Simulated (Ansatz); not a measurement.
## C₂H₂BF, SMILES BC#CF: a ladder of methods at one geometry

Computed with Ansatz 0.2.0, Python API.

Contents of `c2h2bf.xyz`:
```text
6

B    -0.65170    0.86630   -0.31440
C     0.17730   -0.27530    0.09030
C     0.84080   -1.20110    0.40540
F     1.71320   -2.22040    0.77820
H    -1.09300    0.98310   -1.45410
H    -0.94440    1.78340    0.44840
```

`c2h2bf_methods.py`:
```python
"""One geometry of C2H2BF, method by method."""

from pathlib import Path
import warnings

import ansatz as az
import numpy as np

warnings.simplefilter("ignore", az.DeckWarning)

molecule = az.Crystal.molecule_from_extxyz("c2h2bf.xyz")

job = molecule.calculation().basis(gaussian="def2-SVP").scf(lower_state_search="light")

print("functional    E (Ha)        dipole (D)   HOMO (eV)  LUMO (eV)")
for name in ["cam_b3lyp", "r2scan", "hse06", "revpbe", "b3lyp"]:
    report = job.functional(name).forces().orbitals().run(runs_dir="runs").report
    lines = Path(report["orbitals_path"]).read_text().splitlines()
    field_of = lambda key: [line.split("=")[1].strip() for line in lines if line.startswith(key)]
    orbitals = [(27.211386 * float(e), s, float(n)) for e, s, n in zip(field_of("Ene="), field_of("Spin="), field_of("Occup="))]
    homo = max(e for e, _, n in orbitals if n > 0.5)
    lumo = min(e for e, _, n in orbitals if n < 0.5)
    dipole = 4.803205 * np.linalg.norm(report["charge_distribution"]["dipole_moment_e_ang"])
    print(f"{name:10s} {report['free_energy_ev'] / 27.211386246:14.6f} {dipole:9.3f} {homo:11.3f} {lumo:10.3f}")
```

`python c2h2bf_methods.py` gives:
```text
functional    E (Ha)        dipole (D)   HOMO (eV)  LUMO (eV)
cam_b3lyp     -201.734961     0.069      -9.618     -1.270
r2scan        -201.709888     0.188      -7.234     -3.073
hse06         -201.583225     0.062      -7.888     -2.824
revpbe        -201.767805     0.411      -6.866     -3.233
b3lyp         -201.830252     0.100      -8.025     -2.599
```

These settings explore the input space; basis and method may be short of convergence. The geometry is a force-field or estimated start, not a minimum of this method, and the basis set is short of its limit. A lower total doesn't mark the better method: functionals have no common bound, and MP2 and coupled cluster aren't variational. b3lyp holds the VWN-RPA fit, as in Gaussian; the form of ORCA and Turbomole is b3lyp5. Levels such as HOMO and LUMO are orbital energies: with these approximate functionals they aren't the ionisation energy and electron affinity, and their gap isn't the fundamental gap. hse06 follows the composition of plane-wave codes, whose totals differ by tens of mHa, up to about 0.1 Ha, from the form usual in Gaussian-basis programs (wpbeh). Run time: 9.6 s on 1 thread of Intel(R) Xeon(R) Platinum 8488C (Sapphire Rapids) (shared host), peak memory 0.19 GiB.

(Lines on the test bed's own set-up are left out of the output.)
